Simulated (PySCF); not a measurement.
# W(OH)₃: quartet, from a trigonal pyramidal start

Where does quartet W(OH)₃ go from a trigonal pyramidal start, is the end point a minimum, and what are its modes, charges and moments?

Computed with PySCF 2.14.0. Level: PBE0, basis W def2-SVP with ECP60, O def2-SVP, H def2-SVP, scalar-relativistic core potentials, no spin–orbit coupling, density fitting.

**1. Where the work starts**

7 atoms, charge 0, spin multiplicity 4.

Bond lengths: W1–O2 2.000 Å, W1–O3 2.000 Å, W1–O4 2.000 Å, O2–H5 0.960 Å, O3–H6 0.960 Å, O4–H7 0.960 Å. Angles: O2–W1–O3 99.8°, O2–W1–O4 99.8°, O3–W1–O4 99.8°, W1–O2–H5 130.0°, W1–O3–H6 130.0°, W1–O4–H7 130.0°.

Coordinates in bohr (charge 0 multiplicity 4):
```
W     0.0000    0.0000   -0.3922
O     3.3370    0.0000    1.3820
O    -1.6685    2.8899    1.3820
O    -1.6685   -2.8899    1.3820
H     4.3667   -1.3897    1.9295
H    -0.9798    4.4765    1.9295
H    -3.3868   -3.0868    1.9295
```

**2. Relaxing the quartet from the trigonal pyramidal start**

The steps below are one call of a driver around PySCF. For each, scf.py gives the equivalent set-up of the SCF; relaxations use the driver's own optimiser. Before each start the driver seeks the lowest SCF state from one or more starting densities and follows internal instabilities, so scf.py alone need not reach the same state.

The program finds C3 symmetry in the start, which this walk keeps.

Input file scf.py:

```python
from pyscf import gto, scf, dft
mol = gto.M(atom='''
W     -0.000000    -0.000000    -0.207557
O      1.765876     0.000000     0.731341
O     -0.882937     1.529293     0.731343
O     -0.882937    -1.529293     0.731343
H      2.310744    -0.735386     1.021041
H     -0.518508     2.368855     1.021043
H     -1.792233    -1.633470     1.021044''',
    basis={'W': 'def2-SVP', 'O': 'def2-SVP', 'H': 'def2-SVP'},
    ecp={'W': 'def2-SVP'},
    charge=0, spin=3)
mf = dft.UKS(mol, xc='PBE0')
mf.grids.atom_grid = (50, 194)
aux = {'W': 'def2-universal-JKFIT', 'O': 'def2-universal-JKFIT', 'H': 'def2-universal-JKFIT'}
mf = mf.density_fit(auxbasis=aux)
mf.kernel()
```

After this run come: Frequencies.

What does the calculation give? Wanted: minimum; geometry; wavenumbers; dipole moment; highest occupied, lowest empty level; polar-tensor charge of W1; zero-point energy; atomisation energy; ⟨S²⟩.

The runs gave:

| quantity | value |
| --- | --- |
| minimum | quartet, C3v |
| geometry | O–H 0.966 Å (×3), W–O 1.910 Å (×3); H–O–W 122.7° (×3), O–W–O 119.9° (×3) |
| wavenumbers (cm⁻¹) | 162 (a1), 167 (e), 410 (a2), 466 (e), 681 (e), 697 (e), 710 (a1), 714 (a1), 3842 (e), 3848 (a1) |
| dipole moment | 3.73 D |
| highest occupied, lowest empty level (either spin) | -5.48, -1.97 eV |
| polar-tensor charge of W1 | +1.49 e |
| zero-point energy | 105.0 kJ/mol |
| entropy at 298.15 K | 337.1 J/(mol K) |
| atomisation energy (no zero-point energy) | 2681 kJ/mol |
| ⟨S²⟩ | 3.758 |

In words: From C3 at the start the molecule goes to a C3v minimum. The strongest infrared band lies at 681 cm⁻¹ (e). Most of the spin sits on W1 (Mulliken spin 2.99, against 3 for the whole molecule). Other starts or spin states, not run here, may lie lower. One determinant may miss the lowest occupation of an open d or f shell. With an element this heavy the missing spin–orbit coupling can shift these numbers.
